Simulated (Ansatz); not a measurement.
# Zr3S2: the cost of one run

Program: Ansatz 0.2.0. Level of theory: DFT r2SCAN, scalar-relativistic, plane waves, PAW. These are calculated values, not measurements.

2 further runs of the same task are left out: 2 that didn't finish.

### 1 The starting structure

Symmetry: R32, No. 155, trigonal system. Conventional cell: a = 5.805 Å, b = 5.805 Å, c = 10.463 Å, α = 90.00°, β = 90.00°, γ = 120.00°. Zr (site symmetry 2) is surrounded by 4 S at 2.61 to 2.62 Å. S (site symmetry 3) has 6 Zr at 2.61 to 2.62 Å as nearest neighbours.

As a file:

```cif
data_structure
_symmetry_space_group_name_H-M 'R32:H'
_symmetry_Int_Tables_number 155
_cell_length_a 5.8051
_cell_length_b 5.8051
_cell_length_c 10.4633
_cell_angle_alpha 90.000
_cell_angle_beta 90.000
_cell_angle_gamma 120.000
_cell_volume 305.36
loop_
_atom_site_label
_atom_site_type_symbol
_atom_site_symmetry_multiplicity
_atom_site_Wyckoff_symbol
_atom_site_fract_x
_atom_site_fract_y
_atom_site_fract_z
_atom_site_occupancy
Zr1 Zr 9 e 0.99461 0.66667 0.16667 1
S1 S 6 c 0.33333 0.66667 0.00164 1
```

This is candidate A: structure listed in a database for this formula (R32, No. 155).

(A quick probe on a coarse mesh, which set the mesh and smearing, is not shown.)

### 3 The relaxation (candidate A)

File input.yaml:

```yaml
crystal:
  lattice:
    - [2.9025379727, 1.6757810799, 3.4877732718]
    - [-2.9025379727, 1.6757810799, 3.4877732718]
    - [0.0, -3.3515621597, 3.4877732718]
  atoms:
    - { symbol: Zr, position: [0.161273, 0.838727, 0.5] }
    - { symbol: Zr, position: [0.5, 0.161273, 0.838727] }
    - { symbol: Zr, position: [0.838727, 0.5, 0.161273] }
    - { symbol: S, position: [0.334977, 0.334977, 0.334977] }
    - { symbol: S, position: [0.665023, 0.665023, 0.665023] }
basis:
  ecutwfc: 500
kpoints:
  mp_grid: { grid: [12, 12, 12] }
hamiltonian:
  xc: r2scan
scf:
  occupations: { method: gaussian, width: 0.1 }
output:
  forces: true
  stress: true
  eigenvalues: true
relax:
  adjacent_minimum: "off"
  f_tol: 0.01
  max_steps: 80
  cell: { stress_tol: 0.05 }
```

Run with:

```
$ ansatz run input.yaml --threads 1 --pin off --max-ram 3072MiB --backend cpu --events-out ev --progress --plain --runs-dir out
```

What time and memory should one allow on 1 thread of Intel Xeon Platinum 8488C (Sapphire Rapids), shared host?

About 5.7 min, with a peak of 0.99 GiB.
